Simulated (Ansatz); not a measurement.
# SiCl: the cost of one run

Program: Ansatz 0.2.0. Level of theory: DFT PBE, scalar-relativistic, plane waves, PAW. These are calculated values, not measurements.

1 further run of the same task is left out (it didn't finish).

### 1 The structure to begin with

It takes space group Fd-3m (No. 227, cubic). Conventional cell: a = 7.052 Å, b = 7.052 Å, c = 7.052 Å, α = 90.00°, β = 90.00°, γ = 90.00°. Si (site symmetry -43m) has 4 Si at 3.05 Å and 4 Cl at 3.05 Å as nearest neighbours. Cl (site symmetry -43m) is surrounded by 4 Si at 3.05 Å and 4 Cl at 3.05 Å.

Structure file:

```
Si Cl
1.0
     0.00000    3.52621    3.52621
     3.52621    0.00000    3.52621
     3.52621    3.52621    0.00000
Si Cl
2 2
Cartesian
  3.5262 3.5262 3.5262
  5.2893 5.2893 5.2893
  0.0000 0.0000 0.0000
  1.7631 1.7631 1.7631
```

This is candidate A: NaTl (B32) type (Fd-3m, No. 227).

(A quick probe on a coarse mesh, which set the mesh and smearing, is not shown.)

### 3 A loose first relaxation (candidate A)

Contents of input.yaml:

```yaml
crystal:
  lattice:
    - [0.0, 3.5262110624, 3.5262110624]
    - [3.5262110624, 0.0, 3.5262110624]
    - [3.5262110624, 3.5262110624, 0.0]
  atoms:
    - { symbol: Si, position: [0.5, 0.5, 0.5] }
    - { symbol: Si, position: [0.75, 0.75, 0.75] }
    - { symbol: Cl, position: [0.0, 0.0, 0.0] }
    - { symbol: Cl, position: [0.25, 0.25, 0.25] }
basis:
  ecutwfc: 420
kpoints:
  mp_grid: { grid: [4, 4, 4] }
hamiltonian:
  xc: pbe
scf:
  occupations: { method: gaussian, width: 0.1 }
  lower_state_search: "off"
output:
  forces: true
  stress: true
  eigenvalues: true
relax:
  adjacent_minimum: "off"
  f_tol: 0.04
  max_steps: 70
  cell: { stress_tol: 0.4 }
```

The run is started by

```sh
ansatz run input.yaml --threads 1 --pin off --max-ram 2560MiB --backend cpu --events-out ev --progress --plain --runs-dir out
```

**Question.** How long does this run take on 1 thread of Intel Xeon 6975P-C (Granite Rapids), shared host, and how much memory does it need?

About 3.4 s, with a peak of 0.34 GiB.
